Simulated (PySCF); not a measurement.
# H2O5Si2: relaxation and vibrations and intensities

Aim: for H2O5Si2, 2 runs in a chain (relaxation and vibrations and intensities).

Method: relaxation, pbe, def2-tzvp, and further levels as typed in the inputs, in PySCF 2.14.0.

### Step 1. The system as given

Bond lengths: H1–O2 0.970 Å, O2–Si3 1.680 Å, Si3–O4 1.718 Å, O4–Si5 1.718 Å, Si5–O6 1.680 Å, O6–H7 0.970 Å, Si5–O8 1.680 Å, Si3–O9 1.718 Å, Si5–O9 1.718 Å. Angles: H1–O2–Si3 119.5°, O2–Si3–O4 129.2°, O2–Si3–O9 105.2°, O4–Si3–O9 90.0°, Si3–O4–Si5 90.0°, O4–Si5–O6 126.4°, O4–Si5–O8 105.6°, O4–Si5–O9 90.0°, O6–Si5–O8 107.1°, O6–Si5–O9 105.2°, O8–Si5–O9 123.8°, Si5–O6–H7 109.6°, Si3–O9–Si5 90.0°.

As a file:

```xyz
9

H     0.7786   -1.9242    2.5598
O     0.8039   -2.1758    1.6233
Si    0.4976   -1.0159    0.4472
O    -0.8909   -0.8173   -0.5452
Si   -1.3076    0.6059    0.3227
O    -1.2194    2.1831   -0.2492
H    -1.8663    2.3078   -0.9612
O    -2.8817    0.3630    0.8571
O     0.0809    0.4073    1.3151
```

### Step 2. Relaxation: H2O5Si2, charge +1

File run.py:

```python
from pyscf import gto, dft
from pyscf.geomopt.geometric_solver import optimize
mol = gto.M(atom="mol.xyz", basis="def2-tzvp", charge=1, spin=1, verbose=4)
mf = dft.UKS(mol, xc="pbe").density_fit().run(conv_tol=1e-9)
for i in range(6):  # look for a lower solution of the same spin
    mo, _, ok, _ = mf.stability(return_status=True)
    if ok: break
    mf.kernel(mf.make_rdm1(mo, mf.mo_occ))
print(f"converged SCF energy = {mf.e_tot:.10f}, stable: {ok}")
mf = mf.newton()  # steadier than the usual iterations for open shells
m = optimize(mf, maxsteps=60)
print("optimised structure (A):")
for k in range(m.natm): print(m.atom_symbol(k), *(f"{x:.8f}" for x in m.atom_coords(unit="A")[k]))
```

Run with:

```
$ python run.py
```

The program printed:

```text
201  -1.132384   -0.000236 -0.000980 -0.001838
   O  -3.108174   0.654303   0.626276   -0.000562 -0.000857 -0.001700
   O  -0.432693   0.390427   1.710999   -0.001602  0.003604  0.002119
New geometry
   1 H      1.600766079686  -2.129229842357   2.221918227446 AA    3.025009480100  -4.023661258305   4.198816921052 Bohr
   2 O      1.054387240872  -2.108157402180   1.412048022629 AA    1.992503114485  -3.983840117594   2.668384037503 Bohr
   3 Si     0.031698630816  -0.988035382205   1.003039217614 AA    0.059901730765  -1.867116273747   1.895469413488 Bohr
   4 O     -0.912744581224  -0.854500508541  -0.296735077379 AA   -1.724837280194  -1.614771934445  -0.560748027798 Bohr
   5 Si    -1.501108503314   0.670732539691   0.368038502646 AA   -2.836683954520   1.267500802849   0.695491973297 Bohr
   6 O     -1.057756496603   2.032965011579  -0.364614431251 AA   -1.998870085060   3.841747092707  -0.689021416128 Bohr
   7 H     -1.531658464238   2.403201466981  -1.132383940957 AA   -2.894415013781   4.541392594748  -2.139895516264 Bohr
   8 O     -3.108173989497   0.654302643092   0.626276010155 AA   -5.873597587647   1.236452798023   1.183490137578 Bohr
   9 O     -0.432692790265   0.390426730599   1.710999041026 AA   -0.817670869674   0.737799592541   3.233319586932 Bohr

******** <class 'pyscf.scf.hf.SecondOrderDFUKS_Scanner'> ********
method = SecondOrderDFUKS_Scanner
initial guess = minao
damping factor = 0
level_shift factor = 0
DIIS = <class 'pyscf.scf.diis.CDIIS'>
diis_start_cycle = 1
diis_space = 8
diis_damp = 0
SCF conv_tol = 1e-09
SCF conv_tol_grad = None
SCF max_cycles = 50
direct_scf = False
number electrons alpha = 35  beta = 34
XC library pyscf.dft.libxc version 7.0.0
    S. Lehtola, C. Steigemann, M. J.T. Oliveira, and M. A.L. Marques.,  SoftwareX 7, 1–5 (2018)
XC functionals = pbe
    J. P. Perdew, K. Burke, and M. Ernzerhof.,  Phys. Rev. Lett. 77, 3865 (1996)
    J. P. Perdew, K. Burke, and M. Ernzerhof.,  Phys. Rev. Lett. 78, 1396 (1997)
    J. P. Perdew, K. Burke, and M. Ernzerhof.,  Phys. Rev. Lett. 77, 3865 (1996)
    J. P. Perdew, K. Burke, and M. Ernzerhof.,  Phys. Rev. Lett. 78, 1396 (1997)
radial grids:
    Treutler-Ahlrichs [JCP 102, 346 (1995); DOI:10.1063/1.469408] (M4) radial grids

becke partition: Becke, JCP 88, 2547 (1988); DOI:10.1063/1.454033
pruning grids: <function nwchem_prune at 0x711157965bc0>
grids dens level: 3
symmetrized grids: False
atomic radii adjust function: <function treutler_atomic_radii_adjust at 0x7111579668e0>
small_rho_cutoff = 0
******** <class 'pyscf.df.df_jk.DFUKS'> Newton solver flags ********
SCF tol = 1e-09
conv_tol_grad = None
max. SCF cycles = 50
direct_scf = False
max_cycle_inner = 12
max_stepsize = 0.05
ah_start_tol = 1e+09
ah_level_shift = 0
ah_conv_tol = 1e-12
ah_lindep = 1e-14
ah_start_cycle = 1
ah_max_cycle = 40
ah_grad_trust_region = 2.5
kf_interval = 4
kf_trust_region = 5
canonicalization = True
Set conv_tol_grad to 3.16228e-05
tot grids = 128392
[... the frontier-level lines of each cycle are left out ...]
Initial guess E= -955.729812401081  |g|= 0.000928845
macro= 0  E= -955.729812714429  delta_E= -3.13348e-07  |g|= 9.30118e-05  2 KF 9 JK
macro= 1  E= -955.729812714432  delta_E= -2.27374e-12  |g|= 9.72002e-06  1 KF 2 JK
Canonicalize SCF orbitals
macro X = 2  E=-955.729812714432  |g|= 9.72002e-06  total 4 KF 14 JK
converged SCF energy = -955.729812714432  <S^2> = 0.7528951  2S+1 = 2.002893

******** <class 'pyscf.grad.rhf.Gradients_Scanner'> for <class 'pyscf.scf.hf.SecondOrderDFUKS_Scanner'> ********
unit = Eh/Bohr
grid_response = False
--------------- SecondOrderDFUKS_Scanner gradients ---------------
         x                y                z
0 H    -0.0000368887     0.0001027877     0.0000208369
1 O     0.0004937473     0.0013793765     0.0021891354
2 Si    -0.0011771671    -0.0022047463    -0.0039470658
3 O     0.0001791950    -0.0005392555    -0.0000196521
4 Si     0.0005167844     0.0009370118     0.0021875885
5 O     0.0003018352     0.0002208320     0.0002285514
6 H    -0.0001136441    -0.0001062786    -0.0000995339
7 O     0.0000705227    -0.0000128428    -0.0000748161
8 O    -0.0003304173     0.0000265008    -0.0005548319
----------------------------------------------
cycle 13: E = -955.729812714  dE = -6.27616e-05  norm(grad) = 0.00597375

Geometry optimization cycle 14
Cartesian coordinates (Angstrom)
 Atom        New coordinates             dX        dY        dZ
   H   1.602431  -2.136391   2.217508    0.001665 -0.007161 -0.004410
   O   1.053624  -2.108854   1.409466   -0.000764 -0.000697 -0.002582
  Si   0.033090  -0.983350   1.009385    0.001391  0.004686  0.006346
   O  -0.909367  -0.853332  -0.292518    0.003377  0.001168  0.004217
  Si  -1.501487   0.671580   0.368091   -0.000378  0.000848  0.000053
   O  -1.059173   2.033400  -0.365787   -0.001417  0.000435 -0.001172
   H  -1.531986   2.401836  -1.135024   -0.000327 -0.001365 -0.002640
   O  -3.108978   0.653035   0.623847   -0.000804 -0.001268 -0.002429
   O  -0.434823   0.395459   1.714144   -0.002131  0.005033  0.003145
New geometry
   1 H      1.602431064436  -2.136390769326   2.217507845061 AA    3.028155845280  -4.037193449075   4.190482506240 Bohr
   2 O      1.053623643176  -2.108854396583   1.409465875578 AA    1.991060123969  -3.985157246127   2.663504486763 Bohr
   3 Si     0.033089909291  -0.983349644906   1.009385253508 AA    0.062530866046  -1.858261513560   1.907461683305 Bohr
   4 O     -0.909367291229  -0.853332078790  -0.292518389382 AA   -1.718455127060  -1.612563922218  -0.552779642331 Bohr
   5 Si    -1.501486895966   0.671580447633   0.368091138679 AA   -2.837399013000   1.269103116640   0.695591440983 Bohr
   6 O     -1.059173384331   2.033400442268  -0.365786808603 AA   -2.001547614815   3.842569937456  -0.691236888239 Bohr
   7 H     -1.531985739270   2.401836072042  -1.135023815427 AA   -2.895033473959   4.538812372260  -2.144884156016 Bohr
   8 O     -3.108977658720   0.653034969030   0.623847249376 AA   -5.875116302372   1.234057241230   1.178900444883 Bohr
   9 O     -0.434823419897   0.395459490130   1.714144362022 AA   -0.821697176152   0.747310129706   3.239263382189 Bohr

******** <class 'pyscf.scf.hf.SecondOrderDFUKS_Scanner'> ********
method = SecondOrderDFUKS_Scanner
initial guess = minao
damping factor = 0
level_shift factor = 0
DIIS = <class 'pyscf.scf.diis.CDIIS'>
diis_start_cycle = 1
diis_space = 8
diis_damp = 0
SCF conv_tol = 1e-09
SCF conv_tol_grad = None
SCF max_cycles = 50
direct_scf = False
number electrons alpha = 35  beta = 34
XC library pyscf.dft.libxc version 7.0.0
    S. Lehtola, C. Steigemann, M. J.T. Oliveira, and M. A.L. Marques.,  SoftwareX 7, 1–5 (2018)
XC functionals = pbe
    J. P. Perdew, K. Burke, and M. Ernzerhof.,  Phys. Rev. Lett. 77, 3865 (1996)
    J. P. Perdew, K. Burke, and M. Ernzerhof.,  Phys. Rev. Lett. 78, 1396 (1997)
    J. P. Perdew, K. Burke, and M. Ernzerhof.,  Phys. Rev. Lett. 77, 3865 (1996)
    J. P. Perdew, K. Burke, and M. Ernzerhof.,  Phys. Rev. Lett. 78, 1396 (1997)
radial grids:
    Treutler-Ahlrichs [JCP 102, 346 (1995); DOI:10.1063/1.469408] (M4) radial grids

becke partition: Becke, JCP 88, 2547 (1988); DOI:10.1063/1.454033
pruning grids: <function nwchem_prune at 0x711157965bc0>
grids dens level: 3
symmetrized grids: False
atomic radii adjust function: <function treutler_atomic_radii_adjust at 0x7111579668e0>
small_rho_cutoff = 0
******** <class 'pyscf.df.df_jk.DFUKS'> Newton solver flags ********
SCF tol = 1e-09
conv_tol_grad = None
max. SCF cycles = 50
direct_scf = False
max_cycle_inner = 12
max_stepsize = 0.05
ah_start_tol = 1e+09
ah_level_shift = 0
ah_conv_tol = 1e-12
ah_lindep = 1e-14
ah_start_cycle = 1
ah_max_cycle = 40
ah_grad_trust_region = 2.5
kf_interval = 4
kf_trust_region = 5
canonicalization = True
Set conv_tol_grad to 3.16228e-05
tot grids = 128392
Initial guess E= -955.729887415134  |g|= 0.00132617
macro= 0  E= -955.729888058531  delta_E= -6.43397e-07  |g|= 0.000127379  2 KF 9 JK
macro= 1  E= -955.729888058535  delta_E= -4.09273e-12  |g|= 8.75041e-06  1 KF 2 JK
Canonicalize SCF orbitals
[... 791 lines left out ...]
   H   1.636275  -2.089165   2.207048    0.005848  0.023213  0.000743
   O   1.075395  -2.025275   1.409729    0.005244  0.021019  0.000988
  Si   0.054710  -0.887481   1.047958    0.001878  0.017954  0.000862
   O  -0.885141  -0.787033  -0.262301    0.000851  0.014852  0.001565
  Si  -1.511651   0.722528   0.369246   -0.002832  0.013929  0.002213
   O  -1.095137   2.087337  -0.372122   -0.007640  0.013978 -0.000039
   H  -1.576601   2.450905  -1.137957   -0.010803  0.012428  0.001210
   O  -3.117384   0.673513   0.634712   -0.002434  0.006704  0.004810
   O  -0.440213   0.488107   1.734009   -0.001879  0.016813  0.000874
New geometry
   1 H      1.636275338080  -2.089164871722   2.207047865930 AA    3.092112253351  -3.947949436617   4.170716010413 Bohr
   2 O      1.075394522397  -2.025275230748   1.409729485018 AA    2.032201123188  -3.827215512980   2.664002636409 Bohr
   3 Si     0.054709591393  -0.887481331753   1.047958273981 AA    0.103386144119  -1.677096657677   1.980354127796 Bohr
   4 O     -0.885141338805  -0.787032519963  -0.262300707987 AA   -1.672674711872  -1.487275913857  -0.495676500375 Bohr
   5 Si    -1.511651123140   0.722528120990   0.369245784097 AA   -2.856606618625   1.365380265968   0.697773404594 Bohr
   6 O     -1.095137110801   2.087336686499  -0.372122397640 AA   -2.069509208261   3.944494667241  -0.703209416356 Bohr
   7 H     -1.576600726431   2.450905015570  -1.137956582608 AA   -2.979343580745   4.631539236750  -2.150426282776 Bohr
   8 O     -3.117383589202   0.673513410788   0.634712286068 AA   -5.891001208806   1.272755887610   1.199432388566 Bohr
   9 O     -0.440213101837   0.488106888822   1.734009386908 AA   -0.831882198918   0.922388339387   3.276802838681 Bohr

******** <class 'pyscf.scf.hf.SecondOrderDFUKS_Scanner'> ********
method = SecondOrderDFUKS_Scanner
initial guess = minao
damping factor = 0
level_shift factor = 0
DIIS = <class 'pyscf.scf.diis.CDIIS'>
diis_start_cycle = 1
diis_space = 8
diis_damp = 0
SCF conv_tol = 1e-09
SCF conv_tol_grad = None
SCF max_cycles = 50
direct_scf = False
number electrons alpha = 35  beta = 34
XC library pyscf.dft.libxc version 7.0.0
    S. Lehtola, C. Steigemann, M. J.T. Oliveira, and M. A.L. Marques.,  SoftwareX 7, 1–5 (2018)
XC functionals = pbe
    J. P. Perdew, K. Burke, and M. Ernzerhof.,  Phys. Rev. Lett. 77, 3865 (1996)
    J. P. Perdew, K. Burke, and M. Ernzerhof.,  Phys. Rev. Lett. 78, 1396 (1997)
    J. P. Perdew, K. Burke, and M. Ernzerhof.,  Phys. Rev. Lett. 77, 3865 (1996)
    J. P. Perdew, K. Burke, and M. Ernzerhof.,  Phys. Rev. Lett. 78, 1396 (1997)
radial grids:
    Treutler-Ahlrichs [JCP 102, 346 (1995); DOI:10.1063/1.469408] (M4) radial grids

becke partition: Becke, JCP 88, 2547 (1988); DOI:10.1063/1.454033
pruning grids: <function nwchem_prune at 0x711157965bc0>
grids dens level: 3
symmetrized grids: False
atomic radii adjust function: <function treutler_atomic_radii_adjust at 0x7111579668e0>
small_rho_cutoff = 0
******** <class 'pyscf.df.df_jk.DFUKS'> Newton solver flags ********
SCF tol = 1e-09
conv_tol_grad = None
max. SCF cycles = 50
direct_scf = False
max_cycle_inner = 12
max_stepsize = 0.05
ah_start_tol = 1e+09
ah_level_shift = 0
ah_conv_tol = 1e-12
ah_lindep = 1e-14
ah_start_cycle = 1
ah_max_cycle = 40
ah_grad_trust_region = 2.5
kf_interval = 4
kf_trust_region = 5
canonicalization = True
Set conv_tol_grad to 3.16228e-05
tot grids = 128392
Initial guess E= -955.730079672054  |g|= 0.00101729
macro= 0  E= -955.730080313441  delta_E= -6.41387e-07  |g|= 0.000153235  2 KF 9 JK
macro= 1  E= -955.730080313441  delta_E= 0  |g|= 1.09965e-05  1 KF 2 JK
Canonicalize SCF orbitals
macro X = 2  E=-955.730080313441  |g|= 1.09965e-05  total 4 KF 14 JK
converged SCF energy = -955.730080313441  <S^2> = 0.75288495  2S+1 = 2.0028829

******** <class 'pyscf.grad.rhf.Gradients_Scanner'> for <class 'pyscf.scf.hf.SecondOrderDFUKS_Scanner'> ********
unit = Eh/Bohr
grid_response = False
--------------- SecondOrderDFUKS_Scanner gradients ---------------
         x                y                z
0 H    -0.0000407766    -0.0000846002    -0.0000207156
1 O    -0.0000017134     0.0000949515     0.0001022013
2 Si    -0.0000122429    -0.0001422589    -0.0001243982
3 O     0.0000630233    -0.0001370261    -0.0000081059
4 Si     0.0001286893     0.0001244877    -0.0000124672
5 O     0.0000046543    -0.0000723788     0.0000256197
6 H     0.0000308394    -0.0000179409     0.0000062198
7 O    -0.0000012778    -0.0000231964     0.0001129189
8 O    -0.0001084355    -0.0000221055    -0.0000871496
----------------------------------------------
cycle 23: E = -955.730080313  dE = -2.50377e-08  norm(grad) = 0.000399954

Geometry optimization cycle 24
Cartesian coordinates (Angstrom)
 Atom        New coordinates             dX        dY        dZ
   H   1.639189  -2.078408   2.206510    0.002914  0.010756 -0.000537
   O   1.077746  -2.015034   1.409519    0.002352  0.010241 -0.000211
  Si   0.055421  -0.878257   1.048922    0.000712  0.009225  0.000964
   O  -0.884978  -0.779412  -0.261072    0.000164  0.007620  0.001229
  Si  -1.513532   0.729341   0.370394   -0.001880  0.006813  0.001148
   O  -1.099197   2.094236  -0.372000   -0.004060  0.006899  0.000122
   H  -1.581882   2.456651  -1.137618   -0.005281  0.005746  0.000338
   O  -3.119172   0.676977   0.636155   -0.001789  0.003463  0.001443
   O  -0.441539   0.496664   1.734957   -0.001326  0.008557  0.000948
New geometry
   1 H      1.639188944649  -2.078408438850   2.206510393441 AA    3.097618171801  -3.927622724411   4.169700334609 Bohr
   2 O      1.077746043424  -2.015034215996   1.409518596338 AA    2.036644853905  -3.807862799860   2.663604114561 Bohr
   3 Si     0.055421453663  -0.878256601491   1.048921839212 AA    0.104731368848  -1.659664443910   1.982175002186 Bohr
   4 O     -0.884977614315  -0.779412334701  -0.261072125890 AA   -1.672365317426  -1.472875850693  -0.493354816690 Bohr
   5 Si    -1.513531513377   0.729341295511   0.370393615152 AA   -2.860160041181   1.378255299851   0.699942490925 Bohr
   6 O     -1.099196694194   2.094235893513  -0.372000390206 AA   -2.077180709054   3.957532278973  -0.702978855721 Bohr
   7 H     -1.581881848290   2.456650565448  -1.137618478864 AA   -2.989323454689   4.642396752455  -2.149787359298 Bohr
   8 O     -3.119172478724   0.676976880774   0.636155127141 AA   -5.894381720069   1.279300897325   1.202158963035 Bohr
   9 O     -0.441539372617   0.496663568943   1.734956939592 AA   -0.834388487458   0.938558121351   3.278593453743 Bohr

******** <class 'pyscf.scf.hf.SecondOrderDFUKS_Scanner'> ********
method = SecondOrderDFUKS_Scanner
initial guess = minao
damping factor = 0
level_shift factor = 0
DIIS = <class 'pyscf.scf.diis.CDIIS'>
diis_start_cycle = 1
diis_space = 8
diis_damp = 0
SCF conv_tol = 1e-09
SCF conv_tol_grad = None
SCF max_cycles = 50
direct_scf = False
number electrons alpha = 35  beta = 34
XC library pyscf.dft.libxc version 7.0.0
    S. Lehtola, C. Steigemann, M. J.T. Oliveira, and M. A.L. Marques.,  SoftwareX 7, 1–5 (2018)
XC functionals = pbe
    J. P. Perdew, K. Burke, and M. Ernzerhof.,  Phys. Rev. Lett. 77, 3865 (1996)
    J. P. Perdew, K. Burke, and M. Ernzerhof.,  Phys. Rev. Lett. 78, 1396 (1997)
    J. P. Perdew, K. Burke, and M. Ernzerhof.,  Phys. Rev. Lett. 77, 3865 (1996)
    J. P. Perdew, K. Burke, and M. Ernzerhof.,  Phys. Rev. Lett. 78, 1396 (1997)
radial grids:
    Treutler-Ahlrichs [JCP 102, 346 (1995); DOI:10.1063/1.469408] (M4) radial grids

becke partition: Becke, JCP 88, 2547 (1988); DOI:10.1063/1.454033
pruning grids: <function nwchem_prune at 0x711157965bc0>
grids dens level: 3
symmetrized grids: False
atomic radii adjust function: <function treutler_atomic_radii_adjust at 0x7111579668e0>
small_rho_cutoff = 0
******** <class 'pyscf.df.df_jk.DFUKS'> Newton solver flags ********
SCF tol = 1e-09
conv_tol_grad = None
max. SCF cycles = 50
direct_scf = False
max_cycle_inner = 12
max_stepsize = 0.05
ah_start_tol = 1e+09
ah_level_shift = 0
ah_conv_tol = 1e-12
ah_lindep = 1e-14
ah_start_cycle = 1
ah_max_cycle = 40
ah_grad_trust_region = 2.5
kf_interval = 4
kf_trust_region = 5
canonicalization = True
Set conv_tol_grad to 3.16228e-05
tot grids = 128392
Initial guess E= -955.730080290597  |g|= 0.000439945
macro= 0  E= -955.730080405116  delta_E= -1.14519e-07  |g|= 6.43471e-05  2 KF 8 JK
macro= 1  E= -955.730080405118  delta_E= -2.50111e-12  |g|= 9.79874e-06  1 KF 2 JK
Canonicalize SCF orbitals
macro X = 2  E=-955.730080405118  |g|= 9.79874e-06  total 4 KF 13 JK
converged SCF energy = -955.730080405118  <S^2> = 0.75288379  2S+1 = 2.0028817

******** <class 'pyscf.grad.rhf.Gradients_Scanner'> for <class 'pyscf.scf.hf.SecondOrderDFUKS_Scanner'> ********
unit = Eh/Bohr
grid_response = False
--------------- SecondOrderDFUKS_Scanner gradients ---------------
         x                y                z
0 H    -0.0000365829    -0.0000784286    -0.0000079265
1 O    -0.0000027434     0.0000422769     0.0000462887
2 Si     0.0000158202    -0.0001078702    -0.0000626124
3 O     0.0000561490    -0.0001542891    -0.0000231180
4 Si     0.0001558256     0.0001842526     0.0000487650
5 O     0.0000228768    -0.0000768562    -0.0000056817
6 H     0.0000240965    -0.0000239750     0.0000039367
7 O    -0.0000104465    -0.0000534030     0.0001052713
8 O    -0.0001527818    -0.0000136164    -0.0001070347
----------------------------------------------
cycle 24: E = -955.730080405  dE = -9.16772e-08  norm(grad) = 0.000414799
optimised structure (A):
H 1.63918894 -2.07840844 2.20651039
O 1.07774604 -2.01503422 1.40951860
Si 0.05542145 -0.87825660 1.04892184
O -0.88497761 -0.77941233 -0.26107213
Si -1.51353151 0.72934130 0.37039362
O -1.09919669 2.09423589 -0.37200039
H -1.58188185 2.45665057 -1.13761848
O -3.11917248 0.67697688 0.63615513
O -0.44153937 0.49666357 1.73495694
```

Run time: 8.2 min. Hardware: 8 threads of Intel Xeon Platinum 8488C (Sapphire Rapids), shared host.

[end of part 1 of 2]
